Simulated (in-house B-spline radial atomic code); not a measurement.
# In³⁵⁺: energy to remove an electron

How far is Koopmans' theorem off for In³⁵⁺, and which self-energy repairs it?

Program: an in-house B-spline radial atomic code, version 1. Level of theory: Dirac-Hartree-Fock with a diagonal self-energy (second order, or its direct term screened), Breit and QED, no-pair Dirac-Coulomb, B-spline basis. These are calculated values, not measurements, unless marked.

## 1. The atom as given

| Item | Value |
| --- | --- |
| element | indium (Z = 49) |
| charge | +35 |
| closed shells | [Ne] 3s2 3p1/2^2 |
| nucleus | mass number 115, rms radius 4.616 fm |
| note | closed in jj coupling only |

## 2. Running the holes

Settings of the run, as the program recorded them:

```ini
basis_form = 2
Z = 49
core_configuration = [Ne] 3s2 3p-2
rms_radius = 4.6156
mass_number = 115
speed_of_light = 137.035999084
box_radius = 3.224
lmax = 7
intervals = 58
virtual_cutoff = 9604.0
```

Launch:

```
$ python run_mb.py task.json out
```

From the run's result record (rounded, not every field):

```text
{
  "status": "converged",
  "lowest_core_excitation [hartree]": 1.79846,
  "holes": [
    {"name": "3p1/2", "koopmans": 85.07668, "dscf": 85.057992, "qp": [85.149284, 85.143639, 85.145164, 85.148481], "z": [0.9912, 0.9955, 0.9897, 0.9889], "breit": -0.0828668, "qed": 0.00181396}
  ]
}
```

Wall time 6.2 s (1 thread, shared host).

In the record, qp and z list four self-energies in this order: second order, direct RPA screening, with hole-particle interaction, full TDHF screening. Energies are in hartree.

## 3. The removal energies in eV

```tsv
subshell	Koopmans	ΔSCF	second order	direct RPA	with hole-particle	TDHF	Breit	QED	final
3p1/2	2315.1	2314.5	2317.0	2316.9	2316.9	2317.0	-2.3	+0.049	2314.8
```

All in eV; the final value is TDHF screening with Breit and QED.

Each rung against the semi-empirical ionisation energy, 2317.0 ± 5 eV (all rungs come from the one run above):

```tsv
rung	value (eV)	miss (eV)	miss (%)
Koopmans	2315.1	-1.9	-0.084
ΔSCF	2314.5	-2.5	-0.11
second order	2317.0	+0.030	+0.0013
direct RPA	2316.9	-0.12	-0.0053
with hole-particle	2316.9	-0.082	-0.0035
TDHF	2317.0	+0.0082	0.000
final	2314.8	-2.2	-0.095
```

## 4. Outcome

```
                        quantity                                                              value
              outermost subshell                                                              3p1/2
                        Koopmans                                                          2315.1 eV
            final removal energy                                                          2314.8 eV
 weight of the hole state (TDHF)                                                              0.989
semi-empirical ionisation energy  2317.0 ± 5 eV (NIST Atomic Spectra Database, ionization energies)
```

What this shows: From Koopmans' 2315 eV the 3p1/2 removal energy moves down by 0.25 eV. Relaxation alone (ΔSCF) lowers it by 0.51 eV, and correlation gives back 2.5 eV, since the species with more electrons has more of it. Breit and QED together add -2.2 eV. The semi-empirical ionisation energy is 2317.0 ± 5 eV: Koopmans is off by -1.9 eV, second order by +0.030 eV and the final value by -2.2 eV; here the rung 'TDHF' happens to come nearest (+0.0082 eV). Every rung lies within the reference's own uncertainty, so it ranks none.
